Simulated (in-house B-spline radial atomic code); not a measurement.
**As⁶⁺: ionisation energy by several methods**

How far do functionals differ on the ionisation energy of As⁶⁺? Each run solves As⁶⁺ and then the next ion ([Ar] 3d8).

Method: Dirac-Coulomb, several functionals, exact exchange averaged over the configuration; spherical all-electron atom at the radial basis limit. Code: in-house B-spline radial atomic code version 1.

**1. The system**

- element: arsenic (Z = 33)
- charge: +6
- electrons: 27
- configuration: [Ar] 3d9
- nucleus: Fermi, rms radius 4.097 fm

The outer shells:

[Ar] 3d9
```
[Ar] core
3d [↑↓][↑↓][↑↓][↑↓][↑ ]
```

The boxes only draw the filling; these runs are spin-restricted and spherical.

**2. CAM-B3LYP, a range-separated hybrid**

Settings, as recorded:

```ini
Z = 33
electrons = 27.0
configuration = [Ar] 3d9
hamiltonian = dirac
method = camb3lyp
spin_polarised = False
nucleus = fermi
rms_radius = 4.0968
mass_number = 75
atomic_mass = 74.921594562
speed_of_light = 137.035999084
exact_exchange = averaged over the configuration
```

Launch:

```console
python run_scf.py task.json out
```

task.json lists these runs, among others, and the program works through them in turn.

**3. PBE0, a global hybrid**

Settings: those of step 2 with these lines changed.

```diff
@@ -4,3 +4,3 @@
 hamiltonian = dirac
-method = camb3lyp
+method = pbe0
 spin_polarised = False
```

**4. LC-ωPBE, a range-separated hybrid**

Settings: those of step 3 with these lines changed.

```diff
@@ -4,3 +4,3 @@
 hamiltonian = dirac
-method = pbe0
+method = lc_wpbe
 spin_polarised = False
```

**5. B97-1, a global hybrid**

Settings: those of step 4 with these lines changed.

```diff
@@ -4,3 +4,3 @@
 hamiltonian = dirac
-method = lc_wpbe
+method = b97_1
 spin_polarised = False
```

The tabulated ionisation energy is 147 ± 2 eV (tabulated theoretical; NIST Atomic Spectra Database). What does each method give, and which comes nearest?

The runs gave:

| method | rung | total energy (hartree) | ΔSCF (eV) | with Breit, QED, recoil (eV) | −ε highest (eV) | corrected ΔSCF less tabulated (eV) |
| --- | --- | --- | --- | --- | --- | --- |
| PBE0 | global hybrid | -2250.2866 | 151.71 | 151.71 | 140.68 (3d5/2) | +4.71 |
| B97-1 | global hybrid | -2250.4573 | 151.72 | 151.72 | 139.92 (3d5/2) | +4.72 |
| CAM-B3LYP | range-separated hybrid | -2250.6606 | 151.80 | 151.80 | 141.88 (3d5/2) | +4.80 |
| LC-ωPBE | range-separated hybrid | -2250.2798 | 151.83 | 151.83 | 141.88 (3d5/2) | +4.83 |

Tables give 147 ± 2 eV (tabulated theoretical; NIST Atomic Spectra Database) for the ionisation energy. PBE0 misses by +4.71 eV, the least, and LC-ωPBE by +4.83 eV (3.3 %), the most. All methods miss on the same side by much the same amount, which points to something that they share. Open shells are averaged (over orientations, and over spins where the run is restricted), while tables refer to the lowest levels.
